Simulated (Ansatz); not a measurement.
Working through a rigid torsion scan of C2H6AlN, SMILES C=[CH][AlH][NH2]

With Ansatz 0.2.0, Python API.

Run as a notebook:

In [1]:
```python
import ansatz as az
from ase import Atoms
```

In [2]:
```python
BASIS = "def2-SVP"
XC = "r2scan"
FMAX = 0.02
```

In [3]:
```python
atoms = Atoms(["C", "C", "Al", "N", "H", "H", "H", "H", "H", "H"], positions=[
    (-0.9405, 0.8364, -1.0565),
    (-0.8193, -0.4286, -0.8742),
    (0.4082, -1.1062, 0.4736),
    (1.5153, 0.1273, 1.5566),
    (-1.6843, 1.2219, -1.8411),
    (-0.4417, 1.6283, -0.4828),
    (-1.3454, -1.1388, -1.4662),
    (0.6597, -2.664, 0.6847),
    (0.7509, 0.7476, 2.0838),
    (1.9802, 0.7251, 0.925),
])

# relax first, so that the scan starts from a minimum
first = (
    az.Crystal.molecule_from_ase(atoms).calculation()
    .basis(gaussian=BASIS)
    .functional(XC)
    .relax(force_tolerance=FMAX, max_steps=80)
)
atoms.positions = first.run(threads=1, pin="off").report["positions_ang"]
```

In [4]:
```python
start = atoms.get_dihedral(3, 2, 1, 0)
energies = {}
for turn in range(0, 360, 40):
    turned = atoms.copy()
    turned.set_dihedral(3, 2, 1, 0, start + turn, indices=[0, 1, 4, 5, 6])
    base = (
        az.Crystal.molecule_from_ase(turned).calculation()
        .basis(gaussian=BASIS)
        .functional(XC)
    )
    energies[round((start + turn) % 360)] = base.run(threads=1, pin="off").report["free_energy_ev"]
floor = min(energies.values())
print("dihedral N3-Al2-C1-C0 (deg)   E - E(min) (kcal/mol)")
for angle, e in sorted(energies.items()):
    print(f"{angle:8d} {23.060548 * (e - floor):14.3f}  " + "#" * int(30 * (e - floor) / max(max(energies.values()) - floor, 1e-9)))
```
```text
dihedral N3-Al2-C1-C0 (deg)   E - E(min) (kcal/mol)
      35          1.003  ############
      75          2.356  ############################
     115          2.080  #########################
     155          0.287  ###
     195          0.000
     235          1.717  ####################
     275          2.496  ##############################
     315          1.244  ##############
     355          0.535  ######
```

The scan is rigid and the energies are electronic, in a modest basis. With rigid groups the curve can differ much from the relaxed path, the start wasn't checked as a minimum of this torsion, and equivalent turns needn't return to the same energy. Hardware and time: 2.3 min on 1 thread of Arm Neoverse V1 (shared host), peak memory 0.22 GiB.
